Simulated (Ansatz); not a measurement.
# Ca: response to equal strain of all cell vectors

How does Ca answer equal strain of all cell vectors between -4.5 and +4.5 %? At each strain the shape is held and the atoms relax, within the symmetry that is left.

Program: Ansatz 0.2.0. Level of theory: DFT PBEsol, scalar-relativistic, plane waves, PAW. These are calculated values, not measurements.

## 1. The starting structure

Symmetry: Cmcm, No. 63, orthorhombic system. Conventional cell: a = 3.943 Å, b = 6.791 Å, c = 6.509 Å, α = 90.00°, β = 90.00°, γ = 90.00°. Ca (site symmetry m2m) is surrounded by 12 Ca at 3.93 to 3.98 Å.

Coordinates:

```
Ca
1.0
     1.97128   -3.39549    0.00000
     1.97128    3.39549    0.00000
     0.00000    0.00000    6.50911
Ca
2
Direct
  0.83559 0.16441 0.25000
  0.16441 0.83559 0.75000
```

Source of the structure: the Materials Project (structure only).

(A quick probe on a coarse mesh, which set the mesh and smearing, is not shown.)

## 3. Full relaxation

Contents of input.yaml:

```yaml
crystal:
  lattice:
    - [1.971275995, -3.39549018, 0.0]
    - [1.971275995, 3.39549018, 0.0]
    - [0.0, 0.0, 6.50911174]
  atoms:
    - { symbol: Ca, position: [0.8355866, 0.1644134, 0.25] }
    - { symbol: Ca, position: [0.1644134, 0.8355866, 0.75] }
basis:
  ecutwfc: 420
kpoints:
  mp_grid: { grid: [12, 12, 8] }
hamiltonian:
  xc: pbesol
scf:
  occupations: { method: gaussian, width: 0.1 }
output:
  forces: true
  stress: true
  eigenvalues: true
relax:
  adjacent_minimum: "off"
  f_tol: 0.005
  max_steps: 80
  cell: { stress_tol: 0.05 }
```

Further runs follow: reference cell for the strains; the cell strained by -1.5 %; At +1.5 %; strain -3.0 %; the cell strained by +3.0 %; the cell strained by -4.5 %; At +4.5 %.

Q: Predict the outcome of this session. Wanted: relaxed cell; volume; (1/V) d²E/dε² at zero strain, cubic fit.

**Answer**, as computed:

```
                               quantity                                                                       value
                           relaxed cell  a = 3.852 Å, b = 3.852 Å, c = 6.341 Å, α = 90.00°, β = 90.00°, γ = 120.00°
                   space group (0.01 Å)                                                          P6_3/mmc (No. 194)
                                 volume                                                               40.75 Å³/atom
                    largest energy cost                                                     46.7 meV/atom at -4.5 %
(1/V) d²E/dε² at zero strain, cubic fit                                                                     165 GPa
```

In words: The cell shrank by 6.5 % in volume on relaxing. From the curvature follows nine times the bulk modulus at fixed shape: 165 GPa. Compression by 4.5 % costs 46.7 meV/atom and stretching 38.3.
